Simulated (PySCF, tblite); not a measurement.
# GeH₄F₂, a complex of two parts: NMR shifts, interaction energy, infrared bands, spin-spin couplings, core binding energies and electronic excitations

The task here is to estimate one member of a computed series from the others.

Programs: tblite 0.8.0 and PySCF 2.14.0. All values are calculated, for the isolated system unless a continuum is named. Atoms count from 0, parts from 1.

## Starting point

7 atoms, charge 0, multiplicity 1; geometry: rigid parts in contact. Parts: 1 = atoms 0–4, `[F][GeH3]`, charge 0; 2 = atoms 5–6, `F`, charge 0.

Set-up of the first run:

Job settings and geometry (Å):

```
{"job": {"kind": "dock", "xc": "GFN2-xTB", "basis": "xTB"}, "charge": 0, "multiplicity": 1, "parts": [{"atoms": "0-4", "charge": 0, "multiplicity": 1}, {"atoms": "5-6", "charge": 0, "multiplicity": 1}]}
Ge     0.098581     0.084256     0.050014
F     -1.131158    -0.967476    -0.574671
H     -0.679712     1.162305     0.729693
H      0.876677    -0.799611     0.968011
H      0.835611     0.520526    -1.173048
F     -0.477095     2.766455    -1.407137
H     -0.931967     2.198300    -1.990054
```

With the program's defaults for keys left out, this is: GFN2-xTB search for minima from random contacts, gas phase.

Command:

```console
$ OMP_NUM_THREADS=1 python cluster_run.py task.json out
```

This one command runs all jobs of the session in turn.

Among the steps run: Search for minima with GFN2-xTB; Optimising the geometry at PBE0-D3(BJ)/def2-TZVPD; NMR shieldings: PBE0/pcSseg-2; Coupled-cluster interaction energy: CCSD(T) and MP2.

One of the session's tables, all rows but one given; the rest of the session is left out.

It belongs to the step «Coupled-cluster interaction energy: CCSD(T) and MP2». 

| method | interaction energy (kcal/mol) |
| --- | --- |
| HF/aug-cc-pVDZ | -6.22 |
| MP2/aug-cc-pVDZ | -6.24 |
| CCSD/aug-cc-pVDZ | -6.21 |
| CCSD(T)/aug-cc-pVDZ | -6.31 |
| HF/aug-cc-pVQZ | -6.28 |
| MP2/aug-cc-pVQZ | -6.97 |
| SCS-MP2/aug-cc-pVQZ | -6.45 |
| MP2, extrapolated | -7.12 |
| CCSD(T), limit estimate | ? |

**Question.** Estimate the row for CCSD(T), limit estimate.

**Answer.** interaction energy (kcal/mol): -7.19. In the column «interaction energy (kcal/mol)» it is the lowest.

Caveats from the session: The interaction energy leaves out the deformation of the parts, 0.53 kcal/mol (MP2); added to the CCSD(T) estimate it gives a binding of about -6.67 kcal/mol.
